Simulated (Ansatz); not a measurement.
## Ba3SbP in Ansatz: convergence with k mesh

Input of the first run (k mesh 2 × 2 × 2); the others differ in this setting and in those tied to it:

Contents of input.yaml:

```yaml
crystal:
  lattice:
    - [6.113177, 0.0, 0.0]
    - [0.0, 6.113177, 0.0]
    - [0.0, 0.0, 6.113177]
  atoms:
    - { symbol: Ba, position: [0.5, 0.5, 0.0] }
    - { symbol: Ba, position: [0.5, 0.0, 0.5] }
    - { symbol: Ba, position: [0.0, 0.5, 0.5] }
    - { symbol: Sb, position: [0.0, 0.0, 0.0] }
    - { symbol: P, position: [0.5, 0.5, 0.5] }
hamiltonian:
  xc: lda
  pseudopotentials: { kind: paw }
kpoints:
  mp_grid: { grid: [2, 2, 2] }
scf:
  occupations: { method: fermi_dirac, width: 0.1 }
output:
  forces: true
  stress: true
  eigenvalues: true
```

Potentials or basis: Ansatz PAW.

Launch:

```bash
$ ansatz run input.yaml --threads 2 --pin off --max-ram 5632MiB --backend cpu --events-out ev --progress --plain --runs-dir out
```

The cell comes from a database or a generator and needn't be the stable form of this composition.

Hardware: 2 threads of Arm Neoverse V1, on a shared host.

| k mesh | energy less the tightest run, at zero smearing (meV/atom) | pressure (GPa) | SCF cycles | CPU time (s) | peak memory (GiB) |
| --- | --- | --- | --- | --- | --- |
| 2 × 2 × 2 | 130.67 | -1.64 | 8 | 3.1 | 0.43 |
| 3 × 3 × 3 | 15.58 | -2.30 | 8 | 3.5 | 0.44 |
| 4 × 4 × 4 | 3.02 | -2.39 | 8 | 7.5 | 0.47 |
| 5 × 5 × 5 | 0.70 | -2.40 | 8 | 7.2 | 0.47 |
| 6 × 6 × 6 | 0.16 | -2.41 | 8 | 14 | 0.51 |
| 7 × 7 × 7 | 0.00 | -2.41 | 8 | 14 | 0.5 |

Against the tightest run, the energy stays within 1 meV/atom from 5 × 5 × 5 on; the pressure stays within 0.1 GPa from 4 × 4 × 4 on. Meshes of other sizes hit other points, so gaps and Fermi surfaces needn't settle smoothly. The tightest run that finished is the yardstick and may itself not be fully converged.

Caveat, for the tightest run too: odd divisions of the mesh miss points on the zone boundary, where band edges often lie, so the gap on the mesh can be too wide; spin-orbit coupling is left out, which moves the levels of the heavy elements; the PAW data sets come from PBE, with cores solved anew for the run's functional, which leaves a small shift of forces and pressure.
